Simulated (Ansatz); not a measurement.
# GeSb2Te4: the cost of one run

Program: Ansatz 0.2.0. Level of theory: DFT PBE, scalar-relativistic, plane waves, PAW. These are calculated values, not measurements.

## 1. Starting point

Symmetry: I-4m2, No. 119, tetragonal system. Conventional cell: a = 6.119 Å, b = 6.119 Å, c = 12.103 Å, α = 90.00°, β = 90.00°, γ = 90.00°. Around Ge (site symmetry -4m2) lie 6 Te at 3.00 to 3.06 Å. Sb (site symmetry -4m2) is surrounded by 6 Te at 3.05 to 3.06 Å. Te (site symmetry 2mm) has 3 Sb at 3.05 to 3.06 Å and 2 Ge at 3.06 Å in its first shell of neighbours. Te (site symmetry 2mm) is surrounded by 1 Ge at 3.00 Å and 3 Sb at 3.05 to 3.06 Å.

Coordinates:

```xyz
56
Lattice="12.2383 0.0000 0.0000 0.0000 12.2383 0.0000 -6.1192 -6.1192 12.1028" Properties=species:S:1:pos:R:3 pbc="T T T"
Ge    0.0000    0.0000    0.0000
Ge   -3.0596   -3.0596    6.0514
Ge    3.0596   -3.0596    6.0514
Ge    6.1192    0.0000    0.0000
Ge   -3.0596    3.0596    6.0514
Ge    0.0000    6.1192    0.0000
Ge    6.1192    6.1192    0.0000
Ge    3.0596    3.0596    6.0514
Sb    0.0000    0.0000    6.0514
Sb    3.0596    3.0596    0.0000
Sb    9.1787    3.0596    0.0000
Sb    6.1191    0.0000    6.0514
Sb    3.0596    9.1787    0.0000
Sb    0.0000    6.1191    6.0514
Sb    6.1191    6.1191    6.0514
Sb    9.1787    9.1787    0.0000
Sb    3.0596    0.0000    3.0257
Sb    0.0000   -3.0596    9.0771
Sb    6.1192   -3.0596    9.0771
Sb    9.1787    0.0000    3.0257
Sb    0.0000    3.0596    9.0771
Sb    3.0596    6.1192    3.0257
Sb    9.1787    6.1192    3.0257
Sb    6.1192    3.0596    9.0771
Te    0.0000    3.0596    0.0196
Te   -3.0596    0.0000    6.0710
Te    3.0596    0.0000    6.0710
Te    6.1191    3.0596    0.0196
Te   -3.0596    6.1191    6.0710
Te    0.0000    9.1787    0.0196
Te    6.1192    9.1787    0.0196
Te    3.0596    6.1191    6.0710
Te    0.0000    0.0000    3.0035
Te   -3.0596   -3.0596    9.0549
Te    3.0596   -3.0596    9.0549
Te    6.1192    0.0000    3.0035
Te   -3.0596    3.0596    9.0549
Te    0.0000    6.1192    3.0035
Te    6.1192    6.1192    3.0035
Te    3.0596    3.0596    9.0549
Te    0.0000    3.0596    6.0318
Te   -3.0596    0.0000   12.0832
Te    3.0596    0.0000   12.0832
Te    6.1192    3.0596    6.0318
Te   -3.0596    6.1192   12.0832
Te    0.0000    9.1787    6.0318
Te    6.1192    9.1787    6.0318
Te    3.0596    6.1192   12.0832
Te    0.0000    0.0000    9.0994
Te    3.0596    3.0596    3.0480
Te    9.1787    3.0596    3.0480
Te    6.1191    0.0000    9.0994
Te    3.0596    9.1787    3.0480
Te    0.0000    6.1191    9.0994
Te    6.1191    6.1191    9.0994
Te    9.1787    9.1787    3.0480
```

The runs take a perfect supercell of 56 atoms; the defect goes to fractional position (0.250, 0.250, 0.500).

## 2. The perfect supercell

Input file input.yaml:

```yaml
crystal:
  lattice:
    - [12.2383, 0.0, 0.0]
    - [0.0, 12.2383, 0.0]
    - [-6.11915, -6.11915, 12.10283]
  atoms:
    - { symbol: Ge, position: [0.0, 0.0, 0.0] }
    - { symbol: Ge, position: [0.0, 0.0, 0.5] }
    - { symbol: Ge, position: [0.5, 0.0, 0.5] }
    - { symbol: Ge, position: [0.5, 0.0, 0.0] }
    - { symbol: Ge, position: [0.0, 0.5, 0.5] }
    - { symbol: Ge, position: [0.0, 0.5, 0.0] }
    - { symbol: Ge, position: [0.5, 0.5, 0.0] }
    - { symbol: Ge, position: [0.5, 0.5, 0.5] }
    - { symbol: Sb, position: [0.25, 0.25, 0.5] }
    - { symbol: Sb, position: [0.25, 0.25, 0.0] }
    - { symbol: Sb, position: [0.75, 0.25, 0.0] }
    - { symbol: Sb, position: [0.75, 0.25, 0.5] }
    - { symbol: Sb, position: [0.25, 0.75, 0.0] }
    - { symbol: Sb, position: [0.25, 0.75, 0.5] }
    - { symbol: Sb, position: [0.75, 0.75, 0.5] }
    - { symbol: Sb, position: [0.75, 0.75, 0.0] }
    - { symbol: Sb, position: [0.375, 0.125, 0.25] }
    - { symbol: Sb, position: [0.375, 0.125, 0.75] }
    - { symbol: Sb, position: [0.875, 0.125, 0.75] }
    - { symbol: Sb, position: [0.875, 0.125, 0.25] }
    - { symbol: Sb, position: [0.375, 0.625, 0.75] }
    - { symbol: Sb, position: [0.375, 0.625, 0.25] }
    - { symbol: Sb, position: [0.875, 0.625, 0.25] }
    - { symbol: Sb, position: [0.875, 0.625, 0.75] }
    - { symbol: Te, position: [0.00081, 0.25081, 0.00162] }
    - { symbol: Te, position: [0.00081, 0.25081, 0.50162] }
    - { symbol: Te, position: [0.50081, 0.25081, 0.50162] }
    - { symbol: Te, position: [0.50081, 0.25081, 0.00162] }
    - { symbol: Te, position: [0.00081, 0.75081, 0.50162] }
    - { symbol: Te, position: [0.00081, 0.75081, 0.00162] }
    - { symbol: Te, position: [0.50081, 0.75081, 0.00162] }
    - { symbol: Te, position: [0.50081, 0.75081, 0.50162] }
    - { symbol: Te, position: [0.124081, 0.124081, 0.248162] }
    - { symbol: Te, position: [0.124081, 0.124081, 0.748162] }
    - { symbol: Te, position: [0.624081, 0.124081, 0.748162] }
    - { symbol: Te, position: [0.624081, 0.124081, 0.248162] }
    - { symbol: Te, position: [0.124081, 0.624081, 0.748162] }
    - { symbol: Te, position: [0.124081, 0.624081, 0.248162] }
    - { symbol: Te, position: [0.624081, 0.624081, 0.248162] }
    - { symbol: Te, position: [0.624081, 0.624081, 0.748162] }
    - { symbol: Te, position: [0.24919, 0.49919, 0.49838] }
    - { symbol: Te, position: [0.24919, 0.49919, 0.99838] }
    - { symbol: Te, position: [0.74919, 0.49919, 0.99838] }
    - { symbol: Te, position: [0.74919, 0.49919, 0.49838] }
    - { symbol: Te, position: [0.24919, 0.99919, 0.99838] }
    - { symbol: Te, position: [0.24919, 0.99919, 0.49838] }
    - { symbol: Te, position: [0.74919, 0.99919, 0.49838] }
    - { symbol: Te, position: [0.74919, 0.99919, 0.99838] }
    - { symbol: Te, position: [0.375919, 0.375919, 0.751838] }
    - { symbol: Te, position: [0.375919, 0.375919, 0.251838] }
    - { symbol: Te, position: [0.875919, 0.375919, 0.251838] }
    - { symbol: Te, position: [0.875919, 0.375919, 0.751838] }
    - { symbol: Te, position: [0.375919, 0.875919, 0.251838] }
    - { symbol: Te, position: [0.375919, 0.875919, 0.751838] }
    - { symbol: Te, position: [0.875919, 0.875919, 0.751838] }
    - { symbol: Te, position: [0.875919, 0.875919, 0.251838] }
basis:
  ecutwfc: 420
  fft_grid_basis: typed
kpoints:
  mp_grid: { grid: [1, 1, 1] }
hamiltonian:
  xc: pbe
  pseudopotentials: { kind: paw }
scf:
  occupations: { method: gaussian, width: 0.05 }
output:
  forces: true
  stress: false
  eigenvalues: true
  bader: false
  write_density: true
  volumetric_format: npy
```

Run with:

```sh
$ ansatz run input.yaml --threads 8 --pin off --max-ram 16384MiB --backend cpu --events-out ev --progress --plain --runs-dir out
```

Q: Estimate wall time and peak memory on 8 threads of Arm Neoverse V1, shared host.

About 24 s, with a peak of 2.8 GiB.
